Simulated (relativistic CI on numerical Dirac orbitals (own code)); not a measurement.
# Lu⁺ (5d2) in crystal fields: levels and magnetism

Aim: the levels, ground state and powder susceptibility of Lu⁺ in 6 parametric crystal fields.

Method: Dirac-Coulomb-Breit CI, KLI orbitals optimised for each configuration, model QED (radiative potential, 1s self-energy scaled to tabulated hydrogen-like ionisation energies), valence Slater integrals scaled by 0.7, one configuration in a parametric crystal field. Code: relativistic CI on numerical Dirac orbitals (own code) version 1.

## (1) Starting point

```
ion            : Lu⁺ (Lu II)
nuclear charge : 71
electrons      : 70
open shell     : 5d2
Slater scale   : 0.7
field 1 (cm⁻¹) : Td, 10Dq = -1800
field 2 (cm⁻¹) : Td, 10Dq = -3200
field 3 (cm⁻¹) : Td, 10Dq = -4650
field 4 (cm⁻¹) : Td, 10Dq = -6100
field 5 (cm⁻¹) : Td, 10Dq = -7550
field 6 (cm⁻¹) : Td, 10Dq = -9000
```

Outer shells as boxes (Hund's rule):

[Xe] 4f14 5d2
```
[Xe] core
4f [↑↓][↑↓][↑↓][↑↓][↑↓][↑↓][↑↓]
5d [↑ ][↑ ][  ][  ][  ]
```

## (2) Field 1: Td, 10Dq = -1800

Settings of the run:

```ini
atom Lu  Z=71  charge=1  electrons=70
nucleus A=175  rms_radius_fm=5.3700
hamiltonian dirac-coulomb  breit=on  qed=on  c_scale=1
orbitals kli  potential=per-configuration
slater_scale 0.7
correlation none
mixing on
configurations
  [Xe] 4f14 5d2
end
crystal_field Td 10Dq=-1800
```

## (3) Field 2: Td, 10Dq = -3200

The settings differ from step 2 so:

```diff
@@ -10,2 +10,2 @@
 end
-crystal_field Td 10Dq=-1800
+crystal_field Td 10Dq=-3200
```

## (4) Field 3: Td, 10Dq = -4650

The settings differ from step 3 so:

```diff
@@ -10,2 +10,2 @@
 end
-crystal_field Td 10Dq=-3200
+crystal_field Td 10Dq=-4650
```

## (5) Field 4: Td, 10Dq = -6100

The settings differ from step 4 so:

```diff
@@ -10,2 +10,2 @@
 end
-crystal_field Td 10Dq=-4650
+crystal_field Td 10Dq=-6100
```

## (6) Field 5: Td, 10Dq = -7550

The settings differ from step 5 so:

```diff
@@ -10,2 +10,2 @@
 end
-crystal_field Td 10Dq=-6100
+crystal_field Td 10Dq=-7550
```

## (7) Field 6: Td, 10Dq = -9000

The settings differ from step 6 so:

```diff
@@ -10,2 +10,2 @@
 end
-crystal_field Td 10Dq=-7550
+crystal_field Td 10Dq=-9000
```

(Steps that only read results are left out.)

**Question.** What will these runs give? Wanted: ground spin.

As calculated:

| field | ground state | degeneracy | S | J | first gap (cm⁻¹) | stabilisation (cm⁻¹) | χT at 2 K | χT at 300 K |
| --- | --- | --- | --- | --- | --- | --- | --- | --- |
| 1: Td | T2 | 3 | 0.99 | 2.65 | 1559 | -1343 | 0.173 | 0.442 |
| 2: Td | T2 | 3 | 1.00 | 2.90 | 2938 | -2883 | 0.420 | 0.600 |
| 3: Td | T2 | 3 | 1.00 | 3.02 | 4182 | -4560 | 0.573 | 0.702 |
| 4: Td | T2 | 3 | 1.00 | 3.08 | 4898 | -6266 | 0.665 | 0.766 |
| 5: Td | T2 | 3 | 1.00 | 3.12 | 5130 | -7984 | 0.726 | 0.808 |
| 6: Td | T2 | 3 | 1.00 | 3.14 | 5216 | -9709 | 0.769 | 0.837 |

χT is in cm³ K/mol; stabilisation counts from the free ion's lowest level; S and J come from the expectation values of their squares.

```
                           quantity                                                 value
ground spin (effective S from ⟨S²⟩)  1: 0.99, 2: 1.00, 3: 1.00, 4: 1.00, 5: 1.00, 6: 1.00
                        χT at 300 K                                0.44 to 0.84 cm³ K/mol
```

What this shows: All fields leave the ground state at S = 1. The field is a set of parameters, without covalency or charge transfer.
